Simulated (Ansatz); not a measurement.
# CH5In: a ladder of functionals and wavefunction methods

The task here is to estimate one member of a computed series from the others.

Program: Ansatz 0.2.0, Gaussian basis. Level of theory: functionals in def2-TZVPP, the program's frozen cores in correlated methods. These are calculated values, not measurements.

The runs, in order: LDA (SPW92), PBE-D4, revPBE-D4, BLYP-D4, r2SCAN-D4, B97M-V, PBE0-D4, B3LYP-D4, r2SCANh-D4, r2SCAN0-D4, HSE06-D4, BHLYP-D4, CAM-B3LYP-D4, LC-ωPBE, ωB97X-V, ωB97M-V, B2PLYP, PBE-QIDH; CCSD(T)/def2-SVP; CCSD(T)/def2-TZVPP; MP2/def2-QZVPP; extrapolation to the limit; RPA on PBE.

1 further run of the same task is left out (it didn't finish).

## The relaxed structure

An earlier PBE0-D4 in a triple-zeta def2 set relaxation fixed the geometry. In takes the def2 core potential; no spin-orbit term is included.

SMILES `[CH3][InH2]`, 7 atoms, charge 0, spin multiplicity 1.

Atoms are counted from 1 here; the program's logs count them from 0.

Bond lengths: C1–In2 2.153 Å, C1–H3 1.090 Å, C1–H4 1.093 Å, C1–H5 1.091 Å, In2–H6 1.730 Å, In2–H7 1.731 Å. Angles: In2–C1–H3 111.6°, In2–C1–H4 109.1°, In2–C1–H5 110.7°, H3–C1–H4 108.3°, H3–C1–H5 109.4°, H4–C1–H5 107.6°, C1–In2–H6 120.8°, C1–In2–H7 120.0°, H6–In2–H7 119.3°.

Set-up of the first run:

The input, in.yaml:

```yaml
crystal:
  periodic: [false, false, false]
  atoms:
    - {symbol: C, position_ang: [-0.528509, -0.700605, -0.498646]}
    - {symbol: In, position_ang: [0.594323, 0.783777, 0.583979]}
    - {symbol: H, position_ang: [-1.415557, -1.012395, 0.052481]}
    - {symbol: H, position_ang: [-0.848333, -0.279993, -1.455857]}
    - {symbol: H, position_ang: [0.091188, -1.573000, -0.711992]}
    - {symbol: H, position_ang: [-0.133531, 1.676965, 1.874912]}
    - {symbol: H, position_ang: [2.240419, 1.105250, 0.155123]}
basis:
  gaussian: {orbitals: def2-TZVPP}
hamiltonian: {xc: lda}
output: {orbitals: {seedname: orbitals}}
```

Steps of the session up to this table: LDA; PBE-D4 (GGA); revPBE-D4 (GGA); BLYP-D4 (GGA); r2SCAN-D4 (meta-GGA); B97M-V (meta-GGA); PBE0-D4 (hybrid); B3LYP-D4 (hybrid); r2SCANh-D4 (hybrid); r2SCAN0-D4 (hybrid); HSE06-D4 (hybrid); BHLYP-D4 (hybrid); CAM-B3LYP-D4 (range-separated); LC-ωPBE (range-separated); ωB97X-V (range-separated); ωB97M-V (range-separated); B2PLYP (double hybrid); PBE-QIDH (double hybrid).

One of the session's tables, all rows but one given; the rest of the session is left out.

It belongs to the step «Frontier levels by functional». 

```
  functional  HOMO (eV)  LUMO (eV)  gap (eV)
 LDA (SPW92)          ?          ?         ?
      PBE-D4      -6.42      -2.29      4.14
   revPBE-D4      -6.36      -2.18      4.19
     BLYP-D4      -6.29      -2.28      4.01
   r2SCAN-D4      -6.65      -1.97      4.68
      B97M-V      -6.70      -2.28      4.43
     PBE0-D4      -7.56      -1.55      6.02
    B3LYP-D4      -7.36      -1.85      5.51
  r2SCANh-D4      -7.08      -1.72      5.36
  r2SCAN0-D4      -7.72      -1.36      6.37
    HSE06-D4      -7.16      -1.90      5.26
    BHLYP-D4      -8.60      -0.93      7.67
CAM-B3LYP-D4      -8.89      -0.78      8.10
     LC-ωPBE     -10.24       0.33     10.57
     ωB97X-V      -9.87       0.20     10.07
     ωB97M-V      -9.74      -0.12      9.62
```

Q: Estimate the row for LDA (SPW92) from the others.

The run gave: HOMO (eV): -6.58; LUMO (eV): -2.54; gap (eV): 4.04. In the column «HOMO (eV)» it lies between r2SCAN-D4 (-6.65) and PBE-D4 (-6.42).
